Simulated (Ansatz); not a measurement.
# Sr2SO in Ansatz: the effect of functional

Crystal: Sr2SO.

```
Sr S O
1.0
     4.04324    0.00000    0.00000
     0.00000    4.04324    0.00000
     0.00000    0.00000    5.71800
Sr S O
2 1 1
Direct
  0.50000 0.50000 0.50000
  0.00000 0.00000 0.00000
  0.00000 0.00000 0.50000
  0.50000 0.50000 0.00000
```

The cell comes from a database or a generator and needn't be the stable form of this composition.

Alike in all runs:

* Program: Ansatz 0.2.0
* Task: band structure
* Potentials or basis: Ansatz PAW
* Cutoff: 420 eV (not typed: the program's choice for these potentials)
* k mesh: 5 × 5 × 4
* Occupations: fermi-dirac, width 0.05 eV
* Spin: no spin polarisation

```csv
functional,gap on the mesh (eV),pressure (GPa)
LDA,?,?
PBEsol,2.14,-2.7
RPBE,2.27,1.9
```

Task: What does the run with functional LDA give?

Result: gap on the mesh 2.14 eV; pressure -4.8 GPa.

Caveats: the PAW data sets come from PBE, with cores solved anew for the run's functional, which leaves a small shift of forces and pressure.

Runs at the PBE level aren't shown here.
